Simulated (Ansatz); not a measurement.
# C₂H₇BrSi: how energies converge with the basis set

The task here is to estimate one member of a computed series from the others.

The runs use Ansatz 0.2.0, Gaussian basis; one geometry, several basis sets.

The runs, in order: PBE0-D4/def2-SVP; ωB97M-V/def2-SVP; PBE0-D4/def2-QZVPP; ωB97M-V/def2-QZVPP; the functionals' def2-TZVPP values are taken from earlier runs.

### The relaxed structure

All runs share one geometry, relaxed beforehand with PBE0-D4 in a triple-zeta def2 set.

SMILES `CC[SiH2]Br`, 11 atoms, charge 0, spin multiplicity 1.

Atoms are counted from 1 here; the program's logs count them from 0.

Bond lengths: C1–C2 1.527 Å, C1–H5 1.092 Å, C1–H6 1.093 Å, C1–H7 1.093 Å, C2–Si3 1.865 Å, C2–H8 1.095 Å, C2–H9 1.095 Å, Si3–Br4 2.229 Å, Si3–H10 1.484 Å, Si3–H11 1.484 Å. Angles: C2–C1–H5 111.2°, C2–C1–H6 111.6°, C2–C1–H7 111.6°, H5–C1–H6 107.4°, H5–C1–H7 107.4°, H6–C1–H7 107.5°, C1–C2–Si3 112.2°, C1–C2–H8 110.9°, C1–C2–H9 110.9°, Si3–C2–H8 108.1°, Si3–C2–H9 108.1°, H8–C2–H9 106.3°, C2–Si3–Br4 110.1°, C2–Si3–H10 111.4°, C2–Si3–H11 111.4°, Br4–Si3–H10 107.3°, Br4–Si3–H11 107.3°, H10–Si3–H11 109.3°.

Set-up of the first run:

in.yaml

```yaml
crystal:
  periodic: [false, false, false]
  atoms:
    - {symbol: C, position_ang: [0.066668, 1.467167, 0.047194]}
    - {symbol: C, position_ang: [-0.669426, 0.129251, 0.081715]}
    - {symbol: Si, position_ang: [0.491251, -1.319674, -0.098539]}
    - {symbol: Br, position_ang: [-0.653812, -3.231026, -0.039876]}
    - {symbol: H, position_ang: [-0.628365, 2.303197, 0.154241]}
    - {symbol: H, position_ang: [0.603105, 1.606969, -0.894890]}
    - {symbol: H, position_ang: [0.798073, 1.544909, 0.855799]}
    - {symbol: H, position_ang: [-1.219414, 0.010300, 1.020535]}
    - {symbol: H, position_ang: [-1.412870, 0.071846, -0.719541]}
    - {symbol: H, position_ang: [1.211912, -1.277022, -1.395570]}
    - {symbol: H, position_ang: [1.478278, -1.362818, 1.009332]}
basis:
  gaussian: {orbitals: def2-SVP}
hamiltonian: {xc: pbe0, dispersion: d4}
output: {orbitals: {seedname: orbitals}}
```

Run with:

```bash
$ ansatz run in.yaml --threads 4 --pin off --events-out ev --progress --plain --max-ram 10444MiB
```

Steps of the session up to this table: PBE0-D4 in def2-SVP; ωB97M-V in def2-SVP; PBE0-D4 in def2-QZVPP; ωB97M-V in def2-QZVPP.

One table of the session follows, with a row left open; its other results are not shown here.

| functional | basis | HOMO (eV) | LUMO (eV) |
| --- | --- | --- | --- |
| PBE0-D4 | def2-SVP | -8.04 | 0.34 |
| PBE0-D4 | def2-TZVPP | ? | ? |
| PBE0-D4 | def2-QZVPP | -8.15 | -0.10 |
| ωB97M-V | def2-SVP | -10.22 | 2.27 |
| ωB97M-V | def2-TZVPP | -10.34 | 1.81 |
| ωB97M-V | def2-QZVPP | -10.35 | 1.42 |

**Question.** Estimate the row for PBE0-D4, def2-TZVPP.

As computed: HOMO (eV): -8.14; LUMO (eV): 0.05. In the column «HOMO (eV)» it lies between PBE0-D4, def2-QZVPP (-8.15) and PBE0-D4, def2-SVP (-8.04).
